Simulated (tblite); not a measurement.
# C6H21AlN2 (bis(trimethylamine) alane): the cost of one run

The runs use tblite 0.8.0 and PySCF 2.14.0, with density-fitted response routines of our own; the level of theory stands in each step. All values are computed, except where a source is named. Atoms count from 0, in the outputs and in this text.

## Step 1: The starting structure

30 atoms, charge 0, multiplicity 1; geometry from: force field or distance geometry start.

Bonds of the start (Å): C0–N1 1.48, N1–C2 1.48, N1–C3 1.48, N1–Al4 1.98, Al4–N5 1.99, N5–C6 1.48, N5–C7 1.48, N5–C8 1.48, C0–H9 1.11, C0–H10 1.12, C0–H11 1.11, C2–H12 1.13, C2–H13 1.10, C2–H14 1.11, C3–H15 1.09, C3–H16 1.11, C3–H17 1.12, Al4–H18 1.59, Al4–H19 1.60, Al4–H20 1.60, C6–H21 1.11, C6–H22 1.12, C6–H23 1.12, C7–H24 1.11, C7–H25 1.12, C7–H26 1.11, C8–H27 1.11, C8–H28 1.11, C8–H29 1.11.

## Step 2: Relaxing the molecule with GFN2-xTB

Job settings and geometry (Å):

```
{"job": {"kind": "relax", "xc": "GFN2-xTB", "basis": "xTB"}, "charge": 0, "multiplicity": 1}
C     -2.579000    -1.041300     0.917500
N     -1.599100    -0.085000     0.353500
C     -1.383000     0.986000     1.355500
C     -2.153000     0.476800    -0.895800
Al     0.051100    -1.140300     0.038900
N      1.574600     0.071100    -0.377400
C      1.208900     1.177700    -1.289000
C      2.655600    -0.708900    -1.030700
C      2.132400     0.624200     0.881700
H     -2.245900    -1.468400     1.890400
H     -3.566700    -0.539700     1.109400
H     -2.784700    -1.883000     0.216400
H     -2.368400     1.440500     1.669800
H     -0.886800     0.602000     2.264300
H     -0.789100     1.825200     0.940900
H     -1.502700     1.251300    -1.305800
H     -3.140700     0.949700    -0.702400
H     -2.294300    -0.330000    -1.653900
H      0.135500    -1.809900     1.483600
H      0.990600    -2.425700    -0.090400
H     -0.500200    -1.961300    -1.214000
H      0.563600     1.923700    -0.783500
H      2.112300     1.744000    -1.616300
H      0.681500     0.777100    -2.188300
H      3.519200    -0.067200    -1.304200
H      2.264900    -1.192100    -1.962400
H      3.044000    -1.507200    -0.364700
H      2.429600    -0.184100     1.581900
H      1.387000     1.263100     1.402000
H      3.024900     1.260200     0.689500
```

The run is started by

```
$ OMP_NUM_THREADS=1 python probes_run.py task.json out
```

The driver reads the jobs from task.json and runs them one after another.

**Question.** How long does this first job take on 1 thread of AMD EPYC 9R45, shared host, and how much memory does it need?

About 2.2 s, with a peak of 0.18 GiB.
